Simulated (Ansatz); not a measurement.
# CH8GaN: the cost of one run

Method: RKS PBE-D4/def2-SVP, in Ansatz 0.2.0.

## (1) Starting point

Bond lengths: Ga1–N2 2.252 Å, N2–C3 1.457 Å, Ga1–H4 1.573 Å, Ga1–H5 1.568 Å, N2–H8 1.017 Å, C3–H9 1.095 Å, C3–H10 1.094 Å, C3–H11 1.095 Å. Angles: Ga1–N2–C3 114.5°, Ga1–N2–H8 128.2°, C3–N2–H8 109.6°, N2–Ga1–H4 116.2°, N2–Ga1–H5 116.1°, H4–Ga1–H5 122.2°, N2–C3–H9 111.1°, N2–C3–H10 112.1°, N2–C3–H11 107.9°, H9–C3–H10 108.6°, H9–C3–H11 108.5°, H10–C3–H11 108.5°.

As a file:

```xyz
11

Ga   -0.8421    1.4244   -0.5225
N     0.6036    0.0456    0.5165
C     0.1786   -1.3473    0.5694
H    -2.2673    0.8329   -0.8277
H    -0.6012    2.9596   -0.3168
H     0.9022    0.3243   -0.7669
H     0.6317    0.6438   -1.6594
H     1.2080    0.2489    1.3089
H     1.0397   -2.0228    0.5558
H    -0.4199   -1.5623    1.4595
H    -0.4333   -1.5471   -0.3168
```

## (2) A restrained relaxation towards end A

Springs on the bonds that form and break draw the guess towards this end; the thresholds are loose.

The input, input.yaml:

```yaml
crystal:
  periodic: [false, false, false]
  atoms:
    - { symbol: Ga, position_ang: [-0.8421, 1.4244, -0.5225] }
    - { symbol: "N", position_ang: [0.6036, 0.0456, 0.5165] }
    - { symbol: C, position_ang: [0.1786, -1.3473, 0.5694] }
    - { symbol: H, position_ang: [-2.2673, 0.8329, -0.8277] }
    - { symbol: H, position_ang: [-0.6012, 2.9596, -0.3168] }
    - { symbol: H, position_ang: [0.9022, 0.3243, -0.7669] }
    - { symbol: H, position_ang: [0.6317, 0.6438, -1.6594] }
    - { symbol: H, position_ang: [1.208, 0.2489, 1.3089] }
    - { symbol: H, position_ang: [1.0397, -2.0228, 0.5558] }
    - { symbol: H, position_ang: [-0.4199, -1.5623, 1.4595] }
    - { symbol: H, position_ang: [-0.4333, -1.5471, -0.3168] }
basis:
  gaussian: { orbitals: def2-SVP }
hamiltonian:
  xc: pbe
  dispersion: d4
relax:
  f_tol: 0.15
  max_steps: 25
  restrain:
    - { distance: [0, 6], at: 2.83, k: 30.0 }
    - { distance: [5, 1], at: 2.32, k: 30.0 }
    - { distance: [0, 1], at: 1.93, k: 30.0 }
    - { distance: [5, 6], at: 0.62, k: 30.0 }
```

Run with:

```console
$ ansatz run input.yaml --threads 2 --pin off --max-ram 3072MiB --backend cpu --events-out ev --progress --plain --runs-dir out
```

**Question.** How long does this run take on 2 threads of Arm Neoverse V1, shared host, and how much memory does it need?

About 17 s, with a peak of 0.14 GiB.
